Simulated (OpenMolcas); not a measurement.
# Ni³⁺ among point charges: CASSCF and CASPT2 levels and susceptibility

Aim: the splitting of the states of Ni³⁺ in the field of 2 point charges, its lowest levels with spin-orbit coupling and its magnetic susceptibility.

Method: state-averaged CASSCF and CASPT2, spin-orbit coupling by RASSI with atomic mean-field integrals. Code: OpenMolcas 26.06.

## (1) The system

| Quantity | Value |
| --- | --- |
| Species | Ni³⁺ (nickel, Z = 28, 25 electrons) |
| Basis | ANO-RCC-VDZP [5s4p2d1f], 34 functions |
| Scalar Hamiltonian | DKH2, point nucleus |
| Inactive shells | 1s 2s 2p 3s 3p |
| Active space | 7 electrons in 5 orbitals (3d) |
| Some configurations of this space | 3d7 |
| Orbitals | optimised for each spin and parity, averaged over all roots |

Outer shells as boxes (Hund's rule):

3d7
```
3d [↑↓][↑↓][↑ ][↑ ][↑ ]
```

The ion sits among 2 point charges of -3 e arranged as a linear pair (D∞h), 2.1 Å from the ion.

The work runs as a chain of OpenMolcas steps in one folder; each step below is one input file. Labels, J, g values, rates, χT and fits are worked out afterwards by a script from the matrices that RASSI stores. The input lists half of the charges; inversion (Group=XYZ) makes the rest.

## (2) GATEWAY and SEWARD: basis and integrals

a.inp

```
&GATEWAY
Coord
1

Ni 0.0 0.0 0.0
Basis=ANO-RCC-VDZP
Group=XYZ
NoMove
AngMom=0.0 0.0 0.0
AMFI
XField
1 Angstrom 0
0.000000 0.000000 2.100000 -3.000000
&SEWARD
```

Command:

```console
OMP_NUM_THREADS=1 MOLCAS_MEM=1689 MOLCAS_PROJECT=a pymolcas a.inp > a.log
```

Standard output:

```text
Basis set label: NI.ANO-RCC...5S4P2D1F.

      Electronic valence basis set:
      ------------------
      Associated Effective Charge  28.000000 au
      Associated Actual Charge     28.000000 au
      Nuclear Model: Point charge

      Shell  nPrim  nBasis  Cartesian Spherical Contaminant
         s      21       5        X
         p      15       4        X
         d      10       2                 X
         f       6       1                 X
                  Relativistic Douglas-Kroll-Hess integrals:
                    - DKH order of Hamiltonian: 2
                    - DKH order of Properties : 0
                  Atomic mean-field integrals
```

## (3) CASSCF: quartets of even parity, 10 roots

a.inp

```
&RASSCF
FileOrb=start.orb
Symmetry=1
Spin=4
nActEl=7 0 0
Inactive=3 6
Ras2=5 0
CIRoot=10 10 1
SDav=10
CIMx=300
Iter=120 100
PrWF=0.3
OrbListing=Nothing
MaxOrb=0
>>> COPY $Project.JobIph JOB001
```

Command:

```console
OMP_NUM_THREADS=1 MOLCAS_MEM=1689 MOLCAS_PROJECT=a pymolcas a.inp > a.log
```

start.orb holds the contracted functions of the basis, ordered by shell, or the orbitals of the step before.

Standard output, shortened:

```text
[...]
      Number of active orbitals                  5
[...]
      Spin quantum number                      1.5
[...]
      Active orbitals                            5   0
[...]
      Number of CSFs                            10
      Number of root(s) required                10
[...]
      Convergence after  9 iterations
[...]
      Natural orbitals and occupation numbers for root  1
      sym 1:   1.500000   1.500000   1.000000   1.500000   1.500000
      Natural orbitals and occupation numbers for root  2
      sym 1:   1.500000   1.500000   1.000000   1.500000   1.500000
      Natural orbitals and occupation numbers for root  3
      sym 1:   1.673634   1.326366   1.000000   1.326366   1.673634
::    RASSCF root number  1 Total energy:  -1521.51480781
::    RASSCF root number  2 Total energy:  -1521.51480781
::    RASSCF root number  3 Total energy:  -1521.50807043
[...]
::    RASSCF root number  7 Total energy:  -1521.49762457
::    RASSCF root number  8 Total energy:  -1521.42646683
::    RASSCF root number  9 Total energy:  -1521.37507148
::    RASSCF root number 10 Total energy:  -1521.37507148
```

## (4) Reference wave functions, doublets of even parity, 40 roots

a.inp

```
&RASSCF
FileOrb=start.orb
Symmetry=1
Spin=2
nActEl=7 0 0
Inactive=3 6
Ras2=5 0
CIRoot=40 40 1
SDav=40
CIMx=300
Iter=120 100
PrWF=0.3
OrbListing=Nothing
MaxOrb=0
>>> COPY $Project.JobIph JOB002
```

Standard output, shortened:

```text
[...]
      Number of active orbitals                  5
[...]
      Spin quantum number                      0.5
[...]
      Active orbitals                            5   0
[...]
      Number of CSFs                            40
      Number of root(s) required                40
[...]
      Convergence after  7 iterations
[...]
      Natural orbitals and occupation numbers for root  1
      sym 1:   0.947407   1.612024   1.291048   1.612425   1.537096
      Natural orbitals and occupation numbers for root  2
      sym 1:   0.947407   1.612024   1.537096   1.612425   1.291048
      Natural orbitals and occupation numbers for root  3
      sym 1:   0.542095   1.765926   1.741709   1.208561   1.741709
::    RASSCF root number  1 Total energy:  -1521.41593168
::    RASSCF root number  2 Total energy:  -1521.41593168
::    RASSCF root number  3 Total energy:  -1521.41555485
[...]
::    RASSCF root number 27 Total energy:  -1521.32757830
::    RASSCF root number 28 Total energy:  -1521.32757830
::    RASSCF root number 29 Total energy:  -1521.27518288
::    RASSCF root number 30 Total energy:  -1521.27012734
```

## (5) State interaction with spin-orbit coupling

a.inp

```
&RASSI
NrOfJobIphs=2 10 40
1 2 3 4 5 6 7 8 9 10
1 2 3 4 5 6 7 8 9 10 11 12 13 14 15 16 17 18 19 20 21 22 23 24 25 26 27
28 29 30 31 32 33 34 35 36 37 38 39 40
IphNames
JOB001
JOB002
EJob
SpinOrbit
DIPRint=1.0
SOCoupling=1000.0
Subsets=2
Property=9
'ANGMOM' 1 'ANGMOM' 2 'ANGMOM' 3 'MLTPL  1' 1 'MLTPL  1' 2 'MLTPL  1' 3
'AMFI' 1 'AMFI' 2 'AMFI' 3
SOProperty=3
'ANGMOM' 1 'ANGMOM' 2 'ANGMOM' 3
```

Standard output:

```text
SPIN-FREE ENERGIES:
  (Shifted by EMIN (a.u.) =      -1521.5148078056)

 SF State       Relative EMIN(au)   Rel lowest level(eV)    D:o, cm**(-1)      L_eff

     1             0.0000000000        0.0000000000              0.0000         3.0
     2             0.0000000000        0.0000000000              0.0000         3.0
     3             0.0067373716        0.1833332204           1478.6821         2.7
     4             0.0162971224        0.4434672929           3576.8049         2.9
     5             0.0162971224        0.4434672929           3576.8049         2.9
     6             0.0171832318        0.4675795567           3771.2835         3.0
     7             0.0171832318        0.4675795567           3771.2835         3.0
     8             0.0883409713        2.4038802902          19388.6021         1.6
    11             0.0988761230        2.6905563722          21700.8006         4.0
    12             0.0988761230        2.6905563722          21700.8006         4.0
    13             0.0992529602        2.7008106357          21783.5068         3.9
    14             0.0992529602        2.7008106357          21783.5068         3.9
    15             0.1007850570        2.7425011128          22119.7632         4.0
    16             0.1062826941        2.8920994404          23326.3551         4.8
    17             0.1069224982        2.9095093982          23466.7759         4.1
    18             0.1069224982        2.9095093982          23466.7759         4.1
    19             0.1108373821        3.0160388139          24325.9936         4.6
    20             0.1108373821        3.0160388139          24325.9936         4.6
    21             0.1185133728        3.2249131627          26010.6788         4.4
    22             0.1185133728        3.2249131627          26010.6788         4.4
    23             0.1202732662        3.2728023026          26396.9308         4.1
    24             0.1202732662        3.2728023026          26396.9308         4.1
    25             0.1225634215        3.3351206010          26899.5617         1.6
    26             0.1225634215        3.3351206010          26899.5617         1.6
     9             0.1397363268        3.8024191625          30668.5788         1.2
    10             0.1397363268        3.8024191625          30668.5788         1.2
    27             0.1403376189        3.8187811528          30800.5472         4.8
    28             0.1403376189        3.8187811528          30800.5472         4.8
    29             0.1408060036        3.8315265510          30903.3457         3.0
    30             0.1408060036        3.8315265510          30903.3457         3.0
    31             0.1521682088        4.1407079052          33397.0615         1.2
    32             0.1633791103        4.4457720749          35857.5700         4.9
    33             0.1633791103        4.4457720749          35857.5700         4.9
    34             0.1673719991        4.5544241140          36733.9078         2.2
    35             0.1673719991        4.5544241140          36733.9078         2.2
    36             0.1679101478        4.5690678861          36852.0178         2.0
    37             0.1872295056        5.0947743924          41092.1267         5.0
    38             0.1872295056        5.0947743924          41092.1267         5.0
    39             0.2396249274        6.5205264532          52591.5926         3.1
    40             0.2446804632        6.6580945911          53701.1545         2.9
Eigenvalues of complex Hamiltonian:
   -----------------------------------
  (Shifted by EMIN (a.u.) =      -1521.5148078056)

 SO State       Relative EMIN(au)   Rel lowest level(eV)    D:o, cm**(-1)     J-value

     1            -0.0055007689        0.0000000000              0.0000         1.7
     2            -0.0055007689        0.0000000000              0.0000         1.7
     3            -0.0023394470        0.0860239515            693.8300         2.4
     4            -0.0023394470        0.0860239515            693.8300         2.4
     5             0.0009370597        0.1751822398           1412.9401         2.5
     6             0.0009370597        0.1751822398           1412.9401         2.5
     7             0.0043269627        0.2674261988           2156.9378         2.3
     8             0.0043269627        0.2674261988           2156.9378         2.3
     9             0.0045022308        0.2721954885           2195.4047         3.9
    10             0.0045022308        0.2721954885           2195.4047         3.9
    11             0.0053942671        0.2964690327           2391.1840         3.3
    12             0.0053942671        0.2964690327           2391.1840         3.3
    13             0.0120972642        0.4788668749           3862.3218         3.5
    14             0.0120972642        0.4788668749           3862.3218         3.5
    15             0.0139382361        0.5289622721           4266.3684         2.4
    16             0.0139382361        0.5289622721           4266.3684         2.4
    17             0.0140167946        0.5310999568           4283.6100         3.3
    18             0.0140167946        0.5310999568           4283.6100         3.3
    19             0.0156009821        0.5742078972           4631.2990         3.4
    20             0.0156009821        0.5742078972           4631.2990         3.4
    21             0.0186755435        0.6578709726           5306.0872         2.5
    22             0.0186755435        0.6578709726           5306.0872         2.5
    23             0.0186975304        0.6584692672           5310.9128         1.9
    24             0.0186975304        0.6584692672           5310.9128         1.9
    25             0.0211108692        0.7241395611           5840.5794         1.8
    26             0.0211108692        0.7241395611           5840.5794         1.8
    27             0.0223233037        0.7571315865           6106.6781         1.8
    28             0.0223233037        0.7571315865           6106.6781         1.8
    29             0.0876138616        2.5337781751          20436.2992         2.0
    30             0.0876138616        2.5337781751          20436.2992         2.0
    31             0.0878025084        2.5389115144          20477.7024         2.4
    32             0.0878025084        2.5389115144          20477.7024         2.4
    33             0.0950167032        2.7352197558          22061.0351         4.2
    34             0.0950167032        2.7352197558          22061.0351         4.2
    35             0.0963066104        2.7703199206          22344.1370         3.6
    36             0.0963066104        2.7703199206          22344.1370         3.6
    37             0.0973509462        2.7987377457          22573.3423         4.4
    38             0.0973509462        2.7987377457          22573.3423         4.4
    39             0.1011112234        2.9010601010          23398.6277         3.9
    40             0.1011112234        2.9010601010          23398.6277         3.9
    41             0.1026541135        2.9430442792          23737.2529         3.2
Weights of the five most important spin-orbit-free states for each spin-orbit state.

 SO State  Total energy (au)           Spin-free states, spin, and weights
 -------------------------------------------------------------------------------------------------------
    1        -0.005501       2 1.5  0.4990    1 1.5  0.4990   23 0.5  0.0010   24 0.5  0.0010   32 0.5  0.0000
    2        -0.005501       2 1.5  0.4990    1 1.5  0.4990   23 0.5  0.0010   24 0.5  0.0010   32 0.5  0.0000
    3        -0.002339       2 1.5  0.4856    1 1.5  0.4856    7 1.5  0.0136    6 1.5  0.0136   17 0.5  0.0004
    4        -0.002339       2 1.5  0.4856    1 1.5  0.4856    7 1.5  0.0136    6 1.5  0.0136   17 0.5  0.0004
    5         0.000937       1 1.5  0.4762    2 1.5  0.4762    7 1.5  0.0213    6 1.5  0.0213    5 1.5  0.0016
    6         0.000937       1 1.5  0.4762    2 1.5  0.4762    6 1.5  0.0213    7 1.5  0.0213    5 1.5  0.0016
    7         0.004327       1 1.5  0.4391    2 1.5  0.4391    3 1.5  0.0546    7 1.5  0.0218    6 1.5  0.0218
    8         0.004327       1 1.5  0.4391    2 1.5  0.4391    3 1.5  0.0546    7 1.5  0.0218    6 1.5  0.0218
    9         0.004502       3 1.5  0.8507    4 1.5  0.0710    5 1.5  0.0710    6 1.5  0.0022    7 1.5  0.0022
   10         0.004502       3 1.5  0.8507    4 1.5  0.0710    5 1.5  0.0710    6 1.5  0.0022    7 1.5  0.0022
   11         0.005394       3 1.5  0.8266    4 1.5  0.0448    5 1.5  0.0448    1 1.5  0.0398    2 1.5  0.0398
   12         0.005394       3 1.5  0.8266    4 1.5  0.0448    5 1.5  0.0448    1 1.5  0.0398    2 1.5  0.0398
```

Time for these steps: 7.3 s (1 thread of AMD EPYC 9R45 (Zen 5), shared host).

States without spin-orbit coupling:

```
 state  degeneracy  E (cm-1)  free-ion L (%)
  4Phi           2         0         F (100)
4Sigma           1      1479          F (77)
   4Pi           2      3577          F (94)
4Delta           2      3771         F (100)
4Sigma           1     19389          P (77)
   2Pi           2     21701          G (78)
2Delta           2     21784          G (83)
2Sigma           1     22120          G (98)
2Sigma           1     23326          H (91)
  2Phi           2     23467          G (90)
   2Pi           2     24326          H (73)
2Delta           2     26011          H (72)
2Gamma           2     26397          G (94)
   2Pi           2     26900          P (70)
   4Pi           2     30669          P (94)
  2Phi           2     30801          H (88)
2Delta           2     30903          D (69)
2Sigma           1     33397          P (96)
2Gamma           2     35858          H (94)
   2Pi           2     36734          D (67)
2Sigma           1     36852         D (100)
    2H           2     41092         H (100)
2Sigma           1     52592          F (91)
   2Pi           2     53701          F (78)
```

With spin-orbit coupling:

```
E (cm-1)  Degeneracy  2S+1                g
     0.0           2     4  0.00 0.00 12.00
   693.8           2     4   0.00 0.00 8.06
    1413           2     4   0.00 0.00 4.10
    2157           2     4   0.00 0.00 0.50
    2195           2     4   1.90 5.72 5.72
    2391           2     4   0.00 0.00 5.34
    3862           2     4   0.00 0.00 7.24
    4266           2     4   0.00 0.00 9.95
    4284           2     4   0.00 0.00 3.46
    4631           2     4   0.09 3.30 3.30
    5306           2     4   2.10 2.10 3.51
    5311           2     4   0.00 0.00 6.67
    5841           2     4   0.00 0.00 2.70
    6107           2     4   0.46 0.46 1.33
   20436           2     4   0.00 0.00 5.96
   20478           2     4   1.99 4.03 4.03
   22061           2     2   0.00 0.00 3.66
   22344           2     2   0.00 0.00 5.98
   22573           2     2   1.19 4.32 4.32
   23399           2     2   0.91 3.34 3.34
   23737           2     2   0.00 0.00 2.40
   23987           2     2   0.00 0.00 8.00
   24857           2     2   1.43 3.17 3.17
   25235           2     2   0.00 0.00 4.13
```

The table of states holds 24 of 29 computed; the rest, higher up, is left out. Principal g values are given for doublets only; a zero marks a field direction without first-order Zeeman splitting.

Powder χT (cm³ K/mol): 4.51 at 2 K, 4.51 at 5 K, 4.52 at 10 K, 4.54 at 20 K, 4.60 at 50 K, 4.69 at 100 K, 4.79 at 150 K, 4.87 at 200 K, 4.93 at 250 K, 4.97 at 300 K.

## (6) CASPT2: IPEA 0.25, imaginary shift 0.1 (closed shells correlated: 3s 3p)

a.inp

```
>>> COPY JOB001 $Project.JobIph
&CASPT2
Multistate=10 1 2 3 4 5 6 7 8 9 10
NoMult
Frozen=2 3
IPEA=0.25
Imaginary=0.1
MaxIter=60
WThr=0.0 0.3 0.05
PrWF=0.5
NoMix
>>> COPY JOB002 $Project.JobIph
&CASPT2
Multistate=40 1 2 3 4 5 6 7 8 9 10 11 12 13 14 15 16 17 18 19 20 21 22
23 24 25 26 27 28 29 30 31 32 33 34 35 36 37 38 39 40
NoMult
Frozen=2 3
IPEA=0.25
Imaginary=0.1
MaxIter=60
WThr=0.0 0.3 0.05
PrWF=0.5
NoMix
```

Standard output, shortened:

```text
[...]
      Active orbitals                            5   0
[...]
      E2 (Variational):          -0.3725504711
      Total energy:           -1521.8873582767
[...]
::    CASPT2 Root  1     Total energy:  -1521.88735828
::    CASPT2 Root  2     Total energy:  -1521.88735829
[...]
::    CASPT2 Root 27     Total energy:  -1521.70094000
::    CASPT2 Root 28     Total energy:  -1521.70093999
::    CASPT2 Root 29     Total energy:  -1521.66488584
::    CASPT2 Root 30     Total energy:  -1521.66045331
```

This run took 2.3 s in all on 1 thread of AMD EPYC 9R45 (Zen 5), shared host.

SS-CASPT2: lowest energy less the reference's lowest, -0.3726 hartree; reference weights 0.945 to 0.952.

States without spin-orbit coupling:

```
 state  degeneracy  E (cm-1)  free-ion L (%)
  4Phi           2         0         F (100)
4Sigma           1       729          F (77)
   4Pi           2      3584          F (94)
4Delta           2      4888         F (100)
4Sigma           1     17907          P (77)
   2Pi           2     20109          G (78)
2Sigma           1     20534          G (98)
2Delta           2     21212          G (83)
2Sigma           1     21950          H (91)
   2Pi           2     22044          P (70)
  2Phi           2     22127          G (90)
   2Pi           2     22996          H (73)
2Delta           2     24144          H (72)
2Gamma           2     25192          G (94)
2Delta           2     28141          D (69)
2Sigma           1     28483          P (96)
   4Pi           2     29447          P (94)
  2Phi           2     29487          H (88)
   2Pi           2     33287          D (67)
2Sigma           1     33477         D (100)
2Gamma           2     35603          H (94)
    2H           2     40914         H (100)
2Sigma           1     48827          F (91)
2Delta           2     49322          F (81)
```

With spin-orbit coupling:

```csv
E (cm-1),Degeneracy,2S+1,g
0,2,4,0.00 0.00 12.00
720,2,4,0.00 0.00 8.03
1450,2,4,0.00 0.00 4.06
1540,2,4,1.95 5.41 5.41
1690,2,4,0.00 0.00 5.84
2200,2,4,0.00 0.00 0.08
4100,2,4,0.00 0.00 7.71
4460,2,4,0.00 0.00 3.82
4780,2,4,0.25 3.21 3.21
5280,2,4,1.99 1.99 3.60
5360,2,4,0.00 0.00 9.97
6160,2,4,0.00 0.00 6.24
6670,2,4,0.00 0.00 2.26
7000,2,4,0.12 0.12 1.79
18860,2,4,0.00 0.00 5.90
18960,2,4,1.96 3.97 3.97
20570,2,2,0.00 0.00 3.83
21030,2,2,1.16 4.30 4.30
21760,2,2,0.00 0.00 5.97
21820,2,2,0.91 3.07 3.07
22660,2,2,0.00 0.00 8.00
22860,2,2,0.00 0.00 2.74
22930,2,2,0.21 1.05 1.05
23510,2,2,1.37 2.56 2.56
```

Powder χT (cm³ K/mol): 4.51 at 2 K, 4.51 at 5 K, 4.52 at 10 K, 4.54 at 20 K, 4.59 at 50 K, 4.68 at 100 K, 4.77 at 150 K, 4.84 at 200 K, 4.90 at 250 K, 4.94 at 300 K.

## (7) The methods side by side

A. CASSCF
B. SS-CASPT2, IPEA 0.25, imaginary shift 0.1 (closed shells correlated: 3s 3p)

```
method  ground state  first state of that spin (cm-1)  first gap with spin-orbit (cm-1)  χT at 300 K
     A          4Phi                      4Sigma 1479                             693.8         4.97
     B          4Phi                     4Sigma 729.3                             717.6         4.94
```

## (8) Summary of results

```
                                            quantity                                                                        value
                                              method  SS-CASPT2, IPEA 0.25, imaginary shift 0.1 (closed shells correlated: 3s 3p)
                              spin-free ground state                                             4Phi, 2-fold in its orbital part
first state of the same spin within the active space                                                           4Sigma at 729 cm⁻¹
                                        lowest level                                                2-fold, g = 0.00, 0.00, 12.00
                                          next level                                                                   717.6 cm⁻¹
                                         χT at 300 K                                                               4.94 cm³ K/mol
                           effective moment at 300 K                                                                      6.29 μB
```

Cost by method:

```
                                              method  time of its own steps  time with the reference
                                           A. CASSCF                  7.3 s                    7.3 s
B. SS-CASPT2, IPEA 0.25, imaginary shift 0.1, +3s 3p                  2.3 s                    9.6 s
```

Times are of one thread on a shared host.

The spin-free ground state (4Phi) comes to 100 % from free-ion F terms and keeps the highest spin of the shell. χT at 300 K is 4.94, against 1.88 cm³ K/mol for the spin alone, so orbital moment adds to it. An active space of the d shell alone favours high spin; real ions in strong fields can be low spin. The field of point charges can differ much from that of real complexes. With metal d orbitals alone active, the gaps between spin states are rough; where two lie within a few thousand cm-1, their order is open. Point charges carry no covalency, so the field is a model and not that of real ligands.
